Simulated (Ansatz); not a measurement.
Working through a scan of the energy under strain of ZrNbN2, space group R-3m

Program: Ansatz's Python interface.

Typed at the interpreter:
```pycon
>>> from dataclasses import dataclass
>>> import ansatz
>>> import numpy as np
>>> @dataclass(frozen=True)
... class Settings:
...     sigma: float = 0.1
...     scf_tol: float = 1e-10
...     cutoff_ev: int = 520
...     kgrid: tuple[int, ...] = (13, 13, 13)
...
>>> opts = Settings()
>>> vectors0 = np.array([
...     [1.611601, 0.930458, 5.172703],
...     [-1.611601, 0.930458, 5.172703],
...     [0.0, -1.860917, 5.172703],
... ])
>>> sites = [
...     ("Zr", [0.5, 0.5, 0.5]),
...     ("Nb", [0.0, 0.0, 0.0]),
...     ("N", [0.749217, 0.749217, 0.749217]),
...     ("N", [0.250783, 0.250783, 0.250783]),
... ]
>>> def on_lattice(cell):
...     crystal = ansatz.Crystal(lattice=ansatz.Lattice.of(cell))
...     for symbol, position in sites:
...         crystal = crystal.atom(symbol, position)
...     return crystal
...
>>> # clamped ions: the fractional positions stay as typed
>>> values = np.linspace(-0.05, 0.05, 5)
>>> energies = []
>>> for d in values:
...     strain = np.diag([d, d, 0])
...     cell = vectors0 @ (np.eye(3) + strain)
...     model = (
...         on_lattice(cell).calculation()
...         .functional(ansatz.Functional.LDA)
...         .occupations(ansatz.OccupationsMethod.METHFESSEL_PAXTON, width=opts.sigma)
...         .scf(tolerance=opts.scf_tol)
...         .basis(opts.cutoff_ev)
...         .kpoints(*opts.kgrid)
...     )
...     report = model.run(threads=1).report
...     energies.append(report["free_energy_ev"] / len(sites))
...     print(f"d = {d:+.4f}  F = {energies[-1]:.5f} eV/atom")
...
DeckWarning: crystal.lattice misses the space group found at crystal.symmetry.tolerance 1.0e-5 in a digit that the deck types, which is why this is a warning: making the lattice exact moves one of its numbers by a whole unit of that number's last typed [...]
d = -0.0500  F = -2318.55507 eV/atom
d = -0.0250  F = -2318.57804 eV/atom
d = +0.0000  F = -2318.53873 eV/atom
d = +0.0250  F = -2318.44781 eV/atom
d = +0.0500  F = -2318.31472 eV/atom
>>> energies = np.array(energies)
>>> for value, e in zip(values, energies):
...     print(f"strain {value:7.3f}   E - Emin = {1000 * (e - energies.min()):9.3f} meV/atom")
...
strain  -0.050   E - Emin =    22.971 meV/atom
strain  -0.025   E - Emin =     0.000 meV/atom
strain   0.000   E - Emin =    39.311 meV/atom
strain   0.025   E - Emin =   130.236 meV/atom
strain   0.050   E - Emin =   263.320 meV/atom
>>> np.savetxt("strain.csv", np.column_stack([values, energies]), fmt="%.6f", delimiter=",", header="strain,energy_eV_per_atom")
>>> curvature = 2 * np.polyfit(values, energies, 3)[1]
>>> volume = abs(np.linalg.det(vectors0)) / len(sites)
>>> print(f"d2E/dd2 over the volume: {curvature / volume * 160.21766:.1f} GPa")
d2E/dd2 over the volume: 1144.8 GPa
```

It writes `strain.csv`:
```csv
# strain,energy_eV_per_atom
-0.050000,-2318.555071
-0.025000,-2318.578042
0.000000,-2318.538731
0.025000,-2318.447805
0.050000,-2318.314722
```

Against the unstrained cell the energy per atom changes by -16.34 meV at one end of the scan and +224.01 meV at the other, and its second derivative over the volume is 1144.8 GPa.

Notes:
- Total energies depend on the potentials; only differences at equal settings carry meaning.
- The run is spin-unpolarised.
- The curvature belongs to this strain pattern and to the cell's stress; it equals a single elastic constant only for simple patterns.
- In a metal a curvature from energy changes of a few meV or less hangs on mesh and smearing, in size and even in sign.
- The structure comes from a database of computed cells and needn't be a stable or known phase.
- Warnings are shown shortened and without file and line.
- The ions keep their fractional positions (clamped ions).
- Run time: 62 s on 1 thread of Arm Neoverse V2, with other jobs on the host, peak memory 0.61 GiB.
